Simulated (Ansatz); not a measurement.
Debugging a single point from an input written key by key of C3H7ClSi, SMILES CC=C[SiH2]Cl (Ansatz 0.2.0, Python API).

Script `deck.py`:
```python
"""Run C3H7ClSi from an input written out key by key."""

import ansatz as az
import numpy as np

deck = {
    "crystal": {
        "periodic": [False, False, False],
        "atoms": [
            {"symbol": "C", "position_ang": [-0.795, 0.139, 1.5104]},
            {"symbol": "C", "position_ang": [0.549, 0.3082, 0.9716]},
            {"symbol": "C", "position_ang": [0.9691, 0.0552, -0.2811]},
            {"symbol": "Si", "position_ang": [0.19, -0.5306, -1.7542]},
            {"symbol": "Cl", "position_ang": [-0.7504, 1.1475, -2.512]},
            {"symbol": "H", "position_ang": [-1.1873, 1.1713, 1.8659]},
            {"symbol": "H", "position_ang": [-0.8317, -0.5203, 2.3385]},
            {"symbol": "H", "position_ang": [-1.5217, -0.147, 0.7446]},
            {"symbol": "H", "position_ang": [1.2813, 0.6844, 1.7477]},
            {"symbol": "H", "position_ang": [2.059, 0.2154, -0.446]},
            {"symbol": "H", "position_ang": [-0.9631, -1.5173, -1.4006]},
            {"symbol": "H", "position_ang": [1.0778, -1.0611, -2.7508]},
        ],
    },
    "basis": {"gaussian": {"orbitals": "def2-SVP"}},
    "hamiltonian": {"xc": "pbe"},
    "output": {"forces": True},
}
session = az.Session.from_dict(deck)
summary = session.execute().report

print(f"E = {summary['free_energy_ev']:.6f} eV = {summary['free_energy_ev'] / 27.211386246:.7f} Ha")
print("converged:", summary["converged"], " doubts:", summary["published_state_doubts"] or "none")
symbols = ["C", "C", "C", "Si", "Cl", "H", "H", "H", "H", "H", "H", "H"]

print("forces (eV/A)")
for symbol, f in zip(symbols, summary["forces_ev_ang"]):
    print(f"  {symbol:2s} {f[0]:9.4f} {f[1]:9.4f} {f[2]:9.4f}")
charges = summary["charge_distribution"]
dipole = np.array(charges["dipole_moment_e_ang"]) * 4.803205
print("dipole (D): {:.3f} {:.3f} {:.3f}, length {:.3f}".format(*dipole, np.linalg.norm(dipole)))
print("atom  Mulliken   Lowdin")
for symbol, m, l in zip(symbols, charges["mulliken_charges_e"], charges["lowdin_charges_e"]):
    print(f"{symbol:4s} {m:9.3f} {l:8.3f}")
```

Output of `python deck.py`:
```text
Traceback (most recent call last):
  File "deck.py", line 29, in <module>
    summary = session.execute().report
              ^^^^^^^^^^^^^^^
AttributeError: 'ansatz.Session' object has no attribute 'execute'
```

Why does it end like this?

The fault: a session has to be planned before it's executed. The correction:

```diff
--- before
+++ after
@@ -28,3 +28,3 @@
 session = az.Session.from_dict(deck)
-summary = session.execute().report
+summary = session.plan(threads=1).execute().report
```

The mended script runs so:

```console
$ python deck.py
E = -23603.220543 eV = -867.4023561 Ha
converged: True  doubts: none
forces (eV/A)
  C    -1.4421    2.6202   -0.8175
  C     1.0878    0.2196    0.7692
  C     2.3792    0.3188    1.2855
  Si   -2.9137   -0.7662   -0.0596
  Cl   -0.3532    0.4953   -0.6010
  H     0.4708   -1.1235   -0.1123
  H    -0.0945   -1.1065    1.4581
  H    -0.3080   -0.4242   -0.2698
  H    -0.2327   -0.2290   -0.6555
  H    -0.0914    0.1756    0.1127
  H     0.6510    0.3013   -0.3652
  H     0.8466   -0.4816   -0.7445
dipole (D): 0.841 -0.715 1.891, length 2.189
atom  Mulliken   Lowdin
C        0.011    0.021
C       -0.086   -0.016
C       -0.177   -0.183
Si       0.416    0.158
Cl      -0.251    0.064
H        0.054    0.044
H        0.041    0.008
H        0.041    0.011
H        0.030    0.025
H        0.043    0.027
H       -0.072   -0.084
H       -0.050   -0.075
```

Total energies depend on the basis set; only differences at equal settings carry meaning. The geometry is a force-field or estimated start, not a minimum of this method, and the basis set is short of its limit. The Löwdin charges here are taken after orthogonalising the functions within each atom; they differ from plain Löwdin charges, and their signs can be unphysical. It ran for 4.5 s on 1 thread of Arm Neoverse V1, with other jobs on the host, peak memory 0.2 GiB.
